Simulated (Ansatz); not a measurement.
**TaN (triplet): trial inputs and their diagnosis**

5 inputs are run for TaN (triplet) as typed; the log has to tell whether the result can be used and what must change.

Program: Ansatz 0.2.0, Gaussian basis. Level of theory: the settings change from run to run. These are calculated values, not measurements.

19 further runs of the same task are left out: 5 for a known fault of the program, 4 that didn't finish, 10 set aside as unsound or not needed.

### Step 1. The system

The geometry is a PBE0/def2-TZVP stationary point (not a proven minimum) of the parent state, kept for this charge and spin. No spin-orbit coupling is included. Elements past krypton take def2 core potentials.

2 atoms, charge 0, spin multiplicity 3.

Atoms are counted from 1 here; the program's logs count them from 0.

Bond lengths: Ta1–N2 1.820 Å.

### Step 2. Try 1

The input, in.yaml:

```yaml
crystal:
  periodic: [false, false, false]
  atoms:
    - {symbol: Ta, position_ang: [0.000000, 0.000000, 0.000000]}
    - {symbol: N, position_ang: [0.000000, 0.000000, 1.819600]}
basis:
  gaussian: {orbitals: def2-SVP}
magnetization: {spin_polarized: false, initial_magnetization: 2}
correlation: {method: sc_nevpt2, electrons: outside_noble_gas, active_space: {window: {electrons: 2, orbitals: 3}, states: [{multiplicity: 3, weights: [1, 0.5, 1, 1]}]}}
```

Started as:

```
ansatz run in.yaml --threads 1 --pin off --events-out ev --progress --plain --max-ram 2393MiB
```

Output:

```text
Functional definition: HF
  name "HF"
  cite "Fock, Z. Phys. 61, 126 (1930) doi:10.1007/BF01340294"
  parent pbe
  exchange = exact_x
  correlation = 0
841 factors; integrals over basis functions are off by at most 1.5e-7 eV
mean field evaluation 1: about -2998.0894 eV, gradient 6.7e1 eV
mean field evaluation 2: about -2998.0950 eV, gradient 6.7e1 eV
mean field evaluation 4: about -3008.4180 eV, gradient 2.8e1 eV
mean field evaluation 8: about -3010.5521 eV, gradient 3.6e-1 eV
mean field evaluation 16: about -3010.5567 eV, gradient 3.0e-6 eV
mean field evaluation 32: about -3009.7475 eV, gradient 1.0e-1 eV
mean field evaluation 64: about -3010.0646 eV, gradient 2.4e-2 eV
mean field evaluation 96: about -3009.7476 eV, gradient 2.9e-2 eV
mean field evaluation 128: about -3009.7496 eV, gradient 2.0e-1 eV
mean field evaluation 160: about -3009.8661 eV, gradient 5.2e0 eV
mean field evaluation 192: about -3008.7660 eV, gradient 3.1e-1 eV
mean field evaluation 224: about -3010.0607 eV, gradient 2.9e-6 eV
mean field -3010.55669916 eV, -110.6359180657 hartree, gradient 3.0e-6 eV, S^2 2.000000; 12 other end points of the search recorded, 0 dependent functions left out
reference -3010.55669916 eV, -110.6359180657 hartree; 11, 9 occupied and 35, 37 virtual orbitals, 841 factors
Error: 4 states are sought, and the space of determinants holds 3 states of this symmetry and spin
```

Wall time 2 s (1 thread of Arm Neoverse V2, shared host).

Diagnosis: The run stopped with an error. It says: «4 states are sought, and the space of determinants holds 3 states of this symmetry and spin». Cure: ask for fewer states or enlarge the space.

### Step 3. Try 2

The input, in.yaml:

```yaml
crystal:
  periodic: [false, false, false]
  atoms:
    - {symbol: Ta, position_ang: [0.000000, 0.000000, 0.000000]}
    - {symbol: N, position_ang: [0.000000, 0.000000, 1.819600]}
basis:
  gaussian: {orbitals: def2-SVP}
magnetization: {spin_polarized: false, initial_magnetization: 2}
correlation: {method: fic_mrcisd_q, electrons: outside_noble_gas, active_space: {window: {electrons: 4, orbitals: 4}, states: [{multiplicity: 3, irrep: T2g, weights: [1]}]}}
accuracy: high
```

Launched as before.

Output:

```text
Functional definition: HF
  name "HF"
  cite "Fock, Z. Phys. 61, 126 (1930) doi:10.1007/BF01340294"
  parent pbe
  exchange = exact_x
  correlation = 0
911 factors; integrals over basis functions are off by at most 3.2e-9 eV
mean field evaluation 1: about -2997.9912 eV, gradient 6.7e1 eV
mean field evaluation 2: about -2998.0838 eV, gradient 6.7e1 eV
mean field evaluation 4: about -3008.4398 eV, gradient 2.8e1 eV
mean field evaluation 8: about -3010.5459 eV, gradient 1.1e0 eV
mean field evaluation 16: about -3010.5567 eV, gradient 4.6e-5 eV
mean field evaluation 32: about -3008.5207 eV, gradient 1.3e-4 eV
mean field evaluation 64: about -3009.7471 eV, gradient 2.5e-1 eV
mean field evaluation 96: about -3010.0644 eV, gradient 1.9e-2 eV
mean field evaluation 128: about -3004.2426 eV, gradient 2.7e1 eV
mean field evaluation 160: about -3009.7476 eV, gradient 1.5e-5 eV
mean field evaluation 192: about -3005.4692 eV, gradient 1.1e1 eV
mean field evaluation 224: about -3006.2919 eV, gradient 9.6e-1 eV
mean field evaluation 256: about -3009.7470 eV, gradient 2.3e-1 eV
mean field -3010.55669918 eV, -110.6359180663 hartree, gradient 2.0e-8 eV, S^2 2.000000; 10 other end points of the search recorded, 0 dependent functions left out
reference -3010.55669918 eV, -110.6359180663 hartree; 11, 9 occupied and 35, 37 virtual orbitals, 911 factors
Error: the irrep T2g is not accepted for these orbitals, which take A1, B1, B2, A2, or 1 to 4
```

Run time: 2.1 s. Hardware: 1 thread of Arm Neoverse V2, shared host.

**Diagnosis.** The run stopped with an error. The symmetry label isn't in the molecule's group. Fix: name an irrep that the log lists.

### Step 4. Try 3

The input, in.yaml:

```yaml
crystal:
  periodic: [false, false, false]
  atoms:
    - {symbol: Ta, position_ang: [0.000000, 0.000000, 0.000000]}
    - {symbol: N, position_ang: [0.000000, 0.000000, 1.819600]}
basis:
  gaussian: {orbitals: def2-mTZVP, point_charges: [{charge: 0.50, position_ang: [4.172, -0.798, 0.473]}]}
magnetization: {spin_polarized: false, initial_magnetization: 2}
correlation: {active_space: {ras: {orbitals: [4, 2, 44], electrons: 7, max_holes: 2, max_particles: 2}, fixed_orbitals: true}}
accuracy: high
```

The command is unchanged.

Output:

```text
Functional definition: HF
  name "HF"
  cite "Fock, Z. Phys. 61, 126 (1930) doi:10.1007/BF01340294"
  parent pbe
  exchange = exact_x
  correlation = 0
1056 factors; integrals over basis functions are off by at most 1.0e-7 eV
mean field evaluation 1: about -2998.8114 eV, gradient 7.0e1 eV
mean field evaluation 2: about -2998.8117 eV, gradient 7.0e1 eV
mean field evaluation 4: about -3009.1998 eV, gradient 3.3e1 eV
mean field evaluation 8: about -3012.0862 eV, gradient 4.8e-1 eV
mean field evaluation 16: about -3012.0934 eV, gradient 2.9e-3 eV
mean field evaluation 32: about -3007.2157 eV, gradient 2.4e1 eV
mean field evaluation 64: about -3011.5352 eV, gradient 2.4e0 eV
mean field evaluation 96: about -3012.0931 eV, gradient 2.7e-2 eV
mean field evaluation 128: about -3011.6677 eV, gradient 1.1e-1 eV
mean field evaluation 160: about -3007.3631 eV, gradient 3.8e1 eV
mean field evaluation 192: about -3010.0712 eV, gradient 6.5e0 eV
mean field evaluation 224: about -3011.6374 eV, gradient 2.1e-2 eV
mean field evaluation 256: about -3012.0283 eV, gradient 3.6e0 eV
mean field -3012.09343647 eV, -110.6923921200 hartree, gradient 2.4e-8 eV, S^2 2.000000; 12 other end points of the search recorded, 0 dependent functions left out
reference -3012.09343647 eV, -110.6923921200 hartree; 11, 9 occupied and 44, 46 virtual orbitals, 1056 factors
Error: 7 electrons in 50 orbitals form no window around the highest filled level of the reference
```

Run time: 5.5 s. Hardware: 1 thread of Arm Neoverse V2, shared host.

What is wrong: The run stopped with an error. The electron count of the restricted space is wrong. To mend it, count the correlated electrons again.

### Step 5. Try 4

The input, in.yaml:

```yaml
crystal:
  periodic: [false, false, false]
  atoms:
    - {symbol: Ta, position_ang: [0.000000, 0.000000, 0.000000]}
    - {symbol: N, position_ang: [0.000000, 0.000000, 1.819600]}
basis:
  gaussian: {orbitals: def2-SVP}
magnetization: {spin_polarized: true, initial_magnetization: 8}
correlation: {method: ccsd, electrons: all, diis_vectors: 2}
scf: {lower_state_search: light}
```

Same command.

Output, shortened:

```text
Functional definition: HF
  name "HF"
  cite "Fock, Z. Phys. 61, 126 (1930) doi:10.1007/BF01340294"
  parent pbe
[...]
457 factors; integrals over basis functions are off by at most 8.5e-4 eV
[...]
mean field -3005.33543067 eV, -110.4440399876 hartree, gradient 2.0e-6 eV, S^2 20.010277; 24 other end points of the search recorded, 0 dependent functions left out
determinant -3005.33543067 eV, -110.4440399876 hartree, with singles and doubles -3012.48781296 eV, -110.7068851889 hartree
determinant -3004.67814946 eV, -110.4198853487 hartree, with singles and doubles -3011.62282850 eV, -110.6750975962 hartree
determinant -3004.22813967 eV, -110.4033477940 hartree, with singles and doubles -3010.94433990 eV, -110.6501636000 hartree
determinant -3004.11553750 eV, -110.3992097405 hartree, with singles and doubles -3010.94842786 eV, -110.6503138295 hartree
[...]
determinant -3002.32099054 eV, -110.3332613563 hartree, with singles and doubles -3008.89775185 eV, -110.5749528765 hartree
determinant -3002.30617237 eV, -110.3327167983 hartree, with singles and doubles -3008.89441707 eV, -110.5748303254 hartree
determinant -3002.28050548 eV, -110.3317735575 hartree, with singles and doubles -3008.81855993 eV, -110.5720426268 hartree
determinant -3002.18621538 eV, -110.3283084604 hartree, with singles and doubles -3008.76480975 eV, -110.5700673443 hartree
determinant -3001.93826485 eV, -110.3191964463 hartree, with singles and doubles -3008.85445609 eV, -110.5733617867 hartree
reference -3005.33543067 eV, -110.4440399876 hartree; 14, 6 occupied and 32, 40 virtual orbitals, 457 factors
second order -6.69549505 eV of doubles, -0.00000000 eV of singles
cycle   1  -7.15289715 eV  change   -5.1e-4 eV  update   1.7e-3
[...]
cycle   8  -7.15297979 eV  change   -2.4e-5 eV  update   2.1e-5
Total energy: -3012.48841046 eV, -110.7069071463 hartree
```

It took 11 s on 1 thread of Arm Neoverse V2, shared host.

Diagnosis: The run converged, which proves nothing about the input. Far too many unpaired electrons are asked for. Its energy belongs to the state of multiplicity 9, not to the triplet that was meant. To mend it, set initial_magnetization to that of the wanted state.

### Step 6. Try 5

The input, in.yaml:

```yaml
crystal:
  periodic: [false, false, false]
  atoms:
    - {symbol: Ta, position_ang: [0.000000, 0.000000, 0.000000]}
    - {symbol: N, position_ang: [0.000000, 0.000000, 3.438498]}
basis:
  gaussian: {orbitals: def2-SVP}
magnetization: {spin_polarized: false, initial_magnetization: 2}
hamiltonian: {xc: {name: B3LYP}}
correlation: {method: bccd_t, electrons: outside_noble_gas, diis_vectors: 2}
```

The command is unchanged.

Output, shortened:

```text
Functional definition: B3LYP
  name "B3LYP"
  cite "Stephens, Devlin, Chabalowski & Frisch, J. Phys. Chem. 98, 11623 (1994) doi:10.1021/j100096a001"
  cite "Becke, Phys. Rev. A 38, 3098 (1988) doi:10.1103/PhysRevA.38.3098"
  cite "Lee, Yang & Parr, Phys. Rev. B 37, 785 (1988) doi:10.1103/PhysRevB.37.785"
  cite "Vosko, Wilk & Nusair, Can. J. Phys. 58, 1200 (1980) doi:10.1139/p80-159"
[...]
457 factors; integrals over basis functions are off by at most 5.5e-4 eV
[...]
mean field -3028.95111528 eV, -111.3119003896 hartree, gradient 3.1e-6 eV, S^2 2.000000; 18 other end points of the search recorded, 0 dependent functions left out
[...]
unrestricted determinant -3009.24604351 eV, -110.5877523586 hartree, S^2 4.2597
5 core orbitals not correlated: weight in the atoms' cores, before any rotation towards them, 1.000 or more for the frozen orbitals, at most 0.000 for the correlated occupied ones
reference -3003.81260031 eV, -110.3880770040 hartree; 6, 4 occupied and 35, 37 virtual orbitals, 457 factors
second order -6.56924260 eV of doubles, -0.63473331 eV of singles
cycle   1  -6.47264596 eV  change   -2.5e-1 eV  update   2.4e-1
[...]
cycle  71  -8.91867206 eV  change   -7.4e-7 eV  update   8.8e-6
perturbative correction -0.16895359 eV, -0.0062089298 hartree
WARN: these amplitudes may be one of several solutions (largest doubles amplitude 0.13, level shift 2.38 eV)
WARN: in the space of 9 natural orbitals, full CI finds another state of this spin 1.068 eV below this run's state, or below the method's energy where it doesn't find this run's state
Total energy: -3012.90022596 eV, -110.7220410869 hartree
```

It took 45 s on 1 thread of Arm Neoverse V2, shared host.

What is wrong: The run converged, which proves nothing about the input. The coordinates are scaled by the bohr-ångström factor. The shortest distance is 3.44 Å, against 1.82 Å in the geometry of step 1. Its energy belongs to another geometry. To mend it, restore the coordinates in ångström.

### Step 7. Summary

```
try                   level                ended                                                                                        cause   time
  1    NEVPT2(2,3)/def2-SVP  stopped by an error  4 states are sought, and the space of determinants holds 3 states of this symmetry and spin    2 s
  2  MRCISD+Q(4,4)/def2-SVP  stopped by an error                                             the symmetry label isn't in the molecule's group  2.1 s
  3         CISD/def2-mTZVP  stopped by an error                                          the electron count of the restricted space is wrong  5.5 s
  4    CCSD on UHF/def2-SVP            converged                                                far too many unpaired electrons are asked for   11 s
  5        BCCD(T)/def2-SVP            converged                                       the coordinates are scaled by the bohr-ångström factor   45 s
```

3 stopped by an error, 2 converged. The input that converges on a wrong geometry or spin is the dangerous one: no error points at it, so geometry and ⟨S²⟩ have to be checked.
